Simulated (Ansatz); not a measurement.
**C₂H₈GaNSi: a ladder of functionals and wavefunction methods**

The task here is to estimate one member of a computed series from the others.

Method: functionals in def2-TZVPP, the program's frozen cores in correlated methods; program: Ansatz 0.2.0, Gaussian basis.

Levels to be run: PBE-D4, r2SCAN-D4, PBE0-D4, B3LYP-D4, ωB97X-V, ωB97M-V, B2PLYP; CCSD(T)/def2-TZVPP; MP2/def2-QZVPP; extrapolation to the limit.

### Structure used throughout

The geometry comes from an earlier relaxation with PBE0-D4 in a triple-zeta def2 set; it is a stationary point, not always the lowest conformer.

SMILES `C[Si@H]1N[C@@H]1[GaH2]`, 13 atoms, charge 0, spin multiplicity 1.

Atoms are counted from 1 here; the program's logs count them from 0.

Bond lengths: C1–Si2 1.858 Å, C1–H6 1.093 Å, C1–H7 1.092 Å, C1–H8 1.093 Å, Si2–N3 1.721 Å, Si2–C4 1.852 Å, Si2–H9 1.480 Å, N3–C4 1.514 Å, N3–H10 1.011 Å, C4–Ga5 1.937 Å, C4–H11 1.094 Å, Ga5–H12 1.575 Å, Ga5–H13 1.569 Å. Angles: Si2–C1–H6 110.7°, Si2–C1–H7 110.5°, Si2–C1–H8 110.9°, H6–C1–H7 108.3°, H6–C1–H8 107.7°, H7–C1–H8 108.6°, C1–Si2–N3 122.5°, C1–Si2–C4 119.8°, C1–Si2–H9 113.3°, N3–Si2–C4 50.0°, N3–Si2–H9 115.2°, C4–Si2–H9 121.9°, Si2–N3–C4 69.5°, Si2–N3–H10 122.0°, C4–N3–H10 113.9°, Si2–C4–N3 60.5°, Si2–C4–Ga5 118.8°, Si2–C4–H11 110.3° and more.

The first run:

The input, in.yaml:

```yaml
crystal:
  periodic: [false, false, false]
  atoms:
    - {symbol: C, position_ang: [-1.887495, 0.706043, 1.010980]}
    - {symbol: Si, position_ang: [-0.227380, 0.771239, 0.178465]}
    - {symbol: N, position_ang: [1.198650, 0.148096, 0.912436]}
    - {symbol: C, position_ang: [0.696607, -0.798079, -0.157748]}
    - {symbol: Ga, position_ang: [1.661055, -0.975086, -1.827705]}
    - {symbol: H, position_ang: [-2.692136, 0.737269, 0.271878]}
    - {symbol: H, position_ang: [-1.989070, -0.213621, 1.590521]}
    - {symbol: H, position_ang: [-2.020433, 1.557470, 1.683437]}
    - {symbol: H, position_ang: [-0.032473, 1.985018, -0.646438]}
    - {symbol: H, position_ang: [1.192881, -0.245943, 1.843461]}
    - {symbol: H, position_ang: [0.122697, -1.659203, 0.195774]}
    - {symbol: H, position_ang: [1.141005, -2.019620, -2.884871]}
    - {symbol: H, position_ang: [2.836082, 0.006418, -2.170181]}
basis:
  gaussian: {orbitals: def2-TZVPP}
hamiltonian: {xc: pbe, dispersion: d4}
output: {forces: true, orbitals: {seedname: orbitals}}
```

Launch:

```bash
$ ansatz run in.yaml --threads 2 --pin off --events-out ev --progress --plain --max-ram 22528MiB --backend cuda --devices 0, --max-vram 18GiB
```

Steps of the session up to this table: PBE-D4 (GGA); r2SCAN-D4 (meta-GGA); PBE0-D4 (hybrid); B3LYP-D4 (hybrid); ωB97X-V (range-separated); ωB97M-V (range-separated); B2PLYP (double hybrid); CCSD(T) in def2-TZVPP; MP2 in def2-QZVPP.

One table of the session follows, with a row left open; its other results are not shown here.

```
            method  atomisation energy (kJ/mol)
            PBE-D4                       4400.3
         r2SCAN-D4                       4349.2
           PBE0-D4                       4341.5
          B3LYP-D4                       4328.8
           ωB97X-V                       4365.2
           ωB97M-V                       4349.0
            B2PLYP                       4280.9
     HF/def2-TZVPP                       3093.2
    MP2/def2-TZVPP                            ?
   CCSD/def2-TZVPP                       4167.4
CCSD(T)/def2-TZVPP                       4232.4
           MP2/CBS                       4385.9
       CCSD(T)/CBS                       4343.6
```

Q: Estimate the row for MP2/def2-TZVPP from the others.

**Answer.** atomisation energy (kJ/mol): 4274.8. In the column «atomisation energy (kJ/mol)» it lies between CCSD(T)/def2-TZVPP (4232.4) and B2PLYP (4280.9).

Among the levels timed on like hardware and quicker than the yardstick, those that no quicker one beats, quickest first: B2PLYP (2.5 s, -62.7 kJ/mol); r2SCAN-D4 (2.6 s, +5.6 kJ/mol); PBE0-D4 (3.2 s, -2.0 kJ/mol). Runs this short are mostly start-up, so their order is noise.

B2PLYP carry no dispersion term (for B3LYP, D4 adds 48.7 kJ/mol).

To keep in mind: Free atoms (2 C, 1 Si, 1 N, 1 Ga, 8 H) were run apart at each level; the atomisation energy is their sum less the molecule, without zero-point or spin-orbit terms.
